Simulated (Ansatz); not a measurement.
# CH5AlOSi: how energies converge with the basis set

Aim: see how fast density functionals converge with the basis set for CH5AlOSi.

Computed with Ansatz 0.2.0, Gaussian basis. Level: one geometry, several basis sets.

Levels to be run: PBE0-D4/def2-SVP; ωB97M-V/def2-SVP; PBE0-D4/def2-QZVPP; ωB97M-V/def2-QZVPP; the functionals' def2-TZVPP values are taken from earlier runs.

### 1 Structure used throughout

The geometry comes from an earlier relaxation with PBE0-D4 in a triple-zeta def2 set; it is a stationary point, not always the lowest conformer.

9 atoms, charge 0, spin multiplicity 1.

Atoms are counted from 1 here; the program's logs count them from 0.

Bond lengths: O1–C2 1.250 Å, O1–Al3 1.967 Å, C2–Al3 1.941 Å, C2–H5 1.104 Å, Al3–Si4 2.443 Å, Al3–H6 1.582 Å, Si4–H7 1.491 Å, Si4–H8 1.492 Å, Si4–H9 1.491 Å. Angles: C2–O1–Al3 70.2°, O1–C2–Al3 72.5°, O1–C2–H5 117.0°, Al3–C2–H5 170.5°, O1–Al3–C2 37.3°, O1–Al3–Si4 112.7°, O1–Al3–H6 111.3°, C2–Al3–Si4 116.8°, C2–Al3–H6 115.5°, Si4–Al3–H6 127.5°, Al3–Si4–H7 112.3°, Al3–Si4–H8 111.1°, Al3–Si4–H9 111.5°, H7–Si4–H8 106.9°, H7–Si4–H9 107.5°, H8–Si4–H9 107.2°.

### 2 PBE0-D4 in def2-SVP

Contents of in.yaml:

```yaml
crystal:
  periodic: [false, false, false]
  atoms:
    - {symbol: O, position_ang: [1.272848, 1.503663, -0.774340]}
    - {symbol: C, position_ang: [0.941960, 0.760885, -1.723169]}
    - {symbol: Al, position_ang: [0.929392, -0.314784, -0.107610]}
    - {symbol: Si, position_ang: [-1.198553, -0.498592, 1.078493]}
    - {symbol: H, position_ang: [0.904350, 1.217000, -2.727515]}
    - {symbol: H, position_ang: [2.278953, -1.074468, 0.214137]}
    - {symbol: H, position_ang: [-1.048393, -0.292082, 2.547837]}
    - {symbol: H, position_ang: [-1.803359, -1.849584, 0.889966]}
    - {symbol: H, position_ang: [-2.188699, 0.501662, 0.585104]}
basis:
  gaussian: {orbitals: def2-SVP}
hamiltonian: {xc: pbe0, dispersion: d4}
output: {orbitals: {seedname: orbitals}}
```

The run is started by

```
$ ansatz run in.yaml --threads 2 --pin off --events-out ev --progress --plain --max-ram 4352MiB
```

The runs that follow: ωB97M-V in def2-SVP; PBE0-D4 in def2-QZVPP; ωB97M-V in def2-QZVPP.

Q: Predict the results of all the runs planned. Wanted: PBE0-D4: double and triple zeta above quadruple; ωB97M-V: double and triple zeta above quadruple.

As calculated:

| quantity | value |
| --- | --- |
| PBE0-D4: double and triple zeta above quadruple | 9.36, 0.64 eV |
| ωB97M-V: double and triple zeta above quadruple | 9.47, 0.61 eV |

In words: For PBE0-D4 the step from double to triple zeta gains 8.72 eV and the next only 0.64 eV. Total energies overstate the basis error of differences, where much of it tends to cancel.
